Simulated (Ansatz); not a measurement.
# C2H3ClSi: an energy map over two coordinates

How does the energy of C2H3ClSi, SMILES C=C=[SiH]Cl change over two coordinates at once? A grid of runs gives the map.

Program: Ansatz 0.2.0. Level of theory: RHF/def2-TZVP. These are calculated values, not measurements.

## 1. The starting structure

SMILES `C=C=[SiH]Cl`, 7 atoms, charge 0, spin multiplicity 1.

Atoms are counted from 1 here; the program's logs count them from 0.

Bond lengths: C1–C2 1.324 Å, C1–H5 1.109 Å, C1–H6 1.109 Å, C2–Si3 1.700 Å, Si3–Cl4 2.065 Å, Si3–H7 1.486 Å. Angles: C2–C1–H5 122.8°, C2–C1–H6 121.7°, H5–C1–H6 115.5°, C1–C2–Si3 170.8°, C2–Si3–Cl4 121.8°, C2–Si3–H7 123.5°, Cl4–Si3–H7 112.1°.

As a file:

```xyz
7
charge 0, multiplicity 1
C    -0.7866    1.3810    0.0834
C    -0.1149    0.2406    0.1055
Si    0.8480   -1.1439   -0.1071
Cl    0.0553   -2.9289   -0.7793
H    -0.7562    2.0797   -0.7769
H    -1.4196    1.7007    0.9363
H     2.1739   -1.3292    0.5381
```

This geometry comes from a loose relaxation at PBE in a small basis, which is not shown.

## 3. Plan of the scan

First coordinate, umbrella angle at C1 (between each of its bonds and their common axis; 90 is planar): 11 values from 66.0 to 114.0 °. Second coordinate, change of the bonds C1–C2, C1–H5, C1–H6, all alike: 11 values from −0.127 to 0.196 Å.

Nothing else is relaxed (all other coordinates rigid). Energies count from the relaxed molecule at the same level. Points are written as (first, second).

(The set-up runs are not shown.)

## 4. Point (104.4°, −0.030 Å)

Input file input.yaml:

```yaml
crystal:
  periodic: [false, false, false]
  atoms:
    - { symbol: C, position_ang: [-0.768858, 1.366965, 0.071863] }
    - { symbol: C, position_ang: [0.113927, 0.459692, 0.170545] }
    - { symbol: Si, position_ang: [1.28162, -0.704992, 0.3105] }
    - { symbol: Cl, position_ang: [1.028757, -2.621901, -0.312871] }
    - { symbol: H, position_ang: [-0.539339, 2.15872, -0.576745] }
    - { symbol: H, position_ang: [-1.149791, 1.733958, 0.977656] }
    - { symbol: H, position_ang: [2.601795, -0.501859, 0.88427] }
basis:
  gaussian: { orbitals: def2-TZVP }
hamiltonian:
  xc: hf
output:
  forces: true
```

The run is started by

```bash
> ansatz run input.yaml --threads 1 --pin off --max-ram 2560MiB --backend cpu --events-out ev --progress --plain --runs-dir out
```

The session goes on with these runs: the other points that were computed.

What does the calculation give? Wanted: lowest point; highest computed point; largest force on an atom.

The runs gave:

| quantity | value |
| --- | --- |
| lowest point | (90.0°, 0.002 Å), 0.0 kcal/mol |
| highest computed point | (114.0°, −0.127 Å), 78.9 kcal/mol above the lowest |
| largest force on an atom (eV/Å) | 0.1 at (90.0°, 0.002 Å) to 13.8 at (114.0°, −0.127 Å); 0.1 at the lowest point |
| time for the whole task | 7.6 min on 1 thread, shared host |

What this shows: The lowest computed point is at (90.0°, 0.002 Å), 0.0 kcal/mol from the relaxed molecule at the same level. The grid is coarse, so the lowest point of the scanned range may lie between grid points; coordinates that were held can hide deeper minima. The grid shows no other well, apart from its symmetry copies. The highest computed point, (114.0°, −0.127 Å), lies 78.9 kcal/mol above the lowest. Round the minimum the two coordinates are nearly uncoupled.
